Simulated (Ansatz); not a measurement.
**H₇N₂OSiY: basis-set convergence**

How large a basis does H₇N₂OSiY need? Two functionals are run in growing sets.

Program: Ansatz 0.2.0, Gaussian basis. Level of theory: one geometry, several basis sets. These are calculated values, not measurements.

Plan: PBE0-D4/def2-SVP; ωB97M-V/def2-SVP; PBE0-D4/def2-QZVPP; ωB97M-V/def2-QZVPP; the functionals' def2-TZVPP values are taken from earlier runs.

## (1) Structure used throughout

The geometry comes from an earlier relaxation with PBE0-D4 in a triple-zeta def2 set; it is a stationary point, not always the lowest conformer. Y takes the def2 core potential; no spin-orbit term is included.

SMILES `[NH2][Y]([NH2])[O][SiH3]`, 12 atoms, charge 0, spin multiplicity 1.

Atoms are counted from 1 here; the program's logs count them from 0.

Bond lengths: N1–Y2 2.146 Å, N1–H6 1.013 Å, N1–H7 1.014 Å, Y2–N3 2.145 Å, Y2–O4 2.068 Å, N3–H8 1.014 Å, N3–H9 1.013 Å, O4–Si5 1.620 Å, Si5–H10 1.492 Å, Si5–H11 1.492 Å, Si5–H12 1.492 Å. Angles: Y2–N1–H6 127.5°, Y2–N1–H7 126.6°, H6–N1–H7 106.0°, N1–Y2–N3 118.2°, N1–Y2–O4 120.9°, N3–Y2–O4 120.9°, Y2–N3–H8 126.7°, Y2–N3–H9 127.4°, H8–N3–H9 106.0°, Y2–O4–Si5 179.6°, O4–Si5–H10 111.4°, O4–Si5–H11 111.3°, O4–Si5–H12 111.1°, H10–Si5–H11 107.6°, H10–Si5–H12 107.6°, H11–Si5–H12 107.7°.

## (2) PBE0-D4 in def2-SVP

The input, in.yaml:

```yaml
crystal:
  periodic: [false, false, false]
  atoms:
    - {symbol: N, position_ang: [0.519772, 1.978593, 1.774957]}
    - {symbol: Y, position_ang: [-0.460635, 0.560439, 0.497885]}
    - {symbol: N, position_ang: [-2.605620, 0.550198, 0.454782]}
    - {symbol: O, position_ang: [0.630664, -0.757717, -0.662580]}
    - {symbol: Si, position_ang: [1.477309, -1.791454, -1.578733]}
    - {symbol: H, position_ang: [1.516630, 2.106462, 1.903187]}
    - {symbol: H, position_ang: [0.071477, 2.661155, 2.375607]}
    - {symbol: H, position_ang: [-3.224407, 1.155055, 0.982833]}
    - {symbol: H, position_ang: [-3.206831, -0.054042, -0.092963]}
    - {symbol: H, position_ang: [0.606045, -2.871488, -2.127781]}
    - {symbol: H, position_ang: [2.564293, -2.445546, -0.793006]}
    - {symbol: H, position_ang: [2.111293, -1.091655, -2.734188]}
basis:
  gaussian: {orbitals: def2-SVP}
hamiltonian: {xc: pbe0, dispersion: d4}
output: {orbitals: {seedname: orbitals}}
```

Command:

```bash
$ ansatz run in.yaml --threads 4 --pin off --events-out ev --progress --plain --max-ram 11315MiB
```

The runs that follow: ωB97M-V in def2-SVP; PBE0-D4 in def2-QZVPP; ωB97M-V in def2-QZVPP.

Q: Predict the results of all the runs planned. Wanted: PBE0-D4: double and triple zeta above quadruple; ωB97M-V: double and triple zeta above quadruple.

**Answer**, as computed:

```
                                       quantity           value
PBE0-D4: double and triple zeta above quadruple  10.10, 0.69 eV
ωB97M-V: double and triple zeta above quadruple  10.29, 0.64 eV
```

In words: PBE0-D4 gains 9.41 eV from double to triple zeta, then 0.69 eV more. These are total energies; as a rule much of such shifts cancels in differences, which this series doesn't test.
